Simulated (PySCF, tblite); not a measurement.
# CH12BPSi3, a small molecule taken as a stand-in for a surface group (Si site with back bonds [SiH3], C, [BH][SiH3]): NMR shifts, core binding energies and electronic excitations

Aim: the NMR shifts, core binding energies and electronic excitations of `C[Si]([SiH3])(P)B[SiH3]`.

Programs: tblite 0.8.0 and PySCF 2.14.0. All values are calculated, for the isolated system unless a continuum is named. Atoms count from 0, parts from 1.

## Step 1: Starting point

18 atoms, charge 0, multiplicity 1; geometry: distance geometry start.

## Step 2: Geometry optimisation with GFN2-xTB

What the job is given:

```
{"job": {"kind": "relax", "xc": "GFN2-xTB", "basis": "xTB"}, "charge": 0, "multiplicity": 1}
Si    -0.069209    -0.741613     0.915524
Si    -1.025723    -2.598075     1.657346
C      1.736321    -0.911476     0.936837
B     -0.664115    -0.381780    -0.914201
Si    -0.216749     1.375683    -1.614919
P     -0.649812     0.937308     2.178934
H     -1.884772    -3.110995     0.648580
H     -0.031228    -3.545623     1.951921
H     -1.796817    -2.325160     2.809112
H      2.033802    -1.567188     0.161753
H      2.041823    -1.321171     1.850850
H      2.200178    -0.008964     0.785499
H     -0.595637    -1.266919    -1.638938
H     -1.212075     2.336309    -1.233340
H     -0.163222     1.320358    -3.063077
H      1.011565     1.800143    -1.114837
H     -2.008849     1.049579     2.484337
H      0.025714     2.131978     1.994024
```

Method: GFN2-xTB geometry optimisation, gas phase.

Command:

```console
$ OMP_NUM_THREADS=1 python cluster_run.py task.json out
```

One launch serves the whole session: the jobs run in the order shown.

**Question.** The jobs that follow are: PBE0-D3(BJ)/def2-SVP geometry optimisation, gas phase; GIAO PBE0/pcSseg-1 NMR shielding, non-relativistic, gas phase; delta-SCF UKS SCAN, pcX-2 on the ionised atom, pcseg-1 elsewhere, spin-free X2C; TDDFT CAM-B3LYP/def2-SVPD, vertical, gas phase, core orbitals frozen in the response. Predict: point group; rotational constants (main isotopes); ¹³C shifts against TMS (PBE0/pcSseg-1); ¹H shifts against TMS (PBE0/pcSseg-1); ²⁹Si shifts against TMS (PBE0/pcSseg-1); ¹¹B shifts against BF3·OEt2 (PBE0/pcSseg-1); ³¹P shifts against H3PO4 (PBE0/pcSseg-1); Si2p binding energies, SCAN/pcX-2 (standing for 2 of 3 atoms); C1s binding energies, SCAN/pcX-2; B1s binding energies, SCAN/pcX-2; P2p binding energies, SCAN/pcX-2; lowest singlet (CAM-B3LYP/def2-SVPD); brightest single state of those computed; lowest triplet; vertical ionisation energy (ΔSCF).

The runs gave:

| quantity | value |
| --- | --- |
| point group | C1 |
| rotational constants (main isotopes) | 1.90, 0.83, 0.76 GHz |
| ¹³C shifts against TMS (PBE0/pcSseg-1) | -6.9 ppm |
| ¹H shifts against TMS (PBE0/pcSseg-1) | 4.05, 4.02, 3.97, 3.96, 3.16, 2.88, 0.76, 0.60, 0.39, 0.11, 0.09, -0.76 ppm |
| ²⁹Si shifts against TMS (PBE0/pcSseg-1) | -83.1, -83.4, -94.0 ppm |
| ¹¹B shifts against BF3·OEt2 (PBE0/pcSseg-1) | -45.8 ppm |
| ³¹P shifts against H3PO4 (PBE0/pcSseg-1) | -269.2 ppm |
| Si2p binding energies, SCAN/pcX-2 (standing for 2 of 3 atoms) | Si1 106.63, Si0 106.21 eV |
| C1s binding energies, SCAN/pcX-2 | C2 290.36 eV |
| B1s binding energies, SCAN/pcX-2 | B3 194.38 eV |
| P2p binding energies, SCAN/pcX-2 | P5 136.80 eV |
| lowest singlet (CAM-B3LYP/def2-SVPD) | 4.68 eV (265 nm), f = 0.002 |
| brightest single state of those computed | state 6, 6.34 eV, f = 0.135 |
| lowest triplet | 4.15 eV |
| vertical ionisation energy (ΔSCF) | 8.58 eV |

In words: The start of the PBE0/def2-SVP relaxation was shaken at random by about 0.01 Å, so part of the energy gained, and of the first lengths quoted, undoes that. Over 30 steps the energy fell by 0.412 eV; of the close pairs, B3–H16 changed most, 2.626 to 1.445 Å (PBE0/def2-SVP). That is a new bond, so the results belong to the closed-up structure, not to the formula as drawn. The frame itself reshapes: B3···P5 goes from 2.94 to 2.29 Å. Hydrogens of an XH3 group are listed apart at this fixed geometry; free rotation makes them one line at their mean. At PBE0/pcSseg-1: The widest tensor belongs to P5: span 461 ppm, with a paramagnetic part of -389 ppm. At SCAN/pcX-2: Si1 (silicon bonded to Si, 3 H) binds its Si2p electron 0.43 eV more tightly than Si0 (silicon bonded to C, B, P, Si). Only 2 of the 3 Si atoms are covered by sound results. The lowest singlet, at 4.68 eV, is HOMO→LUMO 0.91 and is weak; of the 6 states computed, the strongest absorption comes from state 6 at 6.34 eV (the last computed, so partners may be missing). The lowest triplet lies 0.54 eV below the lowest singlet (triplets in Tamm-Dancoff, singlets in full TDDFT). The orbital energy would give 8.06 eV for ionisation, ΔSCF gives 8.58 eV. A capped cluster stands for the solid here, so long-range fields and strain are missing, and bands or shifts of the capping hydrogens have no counterpart in it.
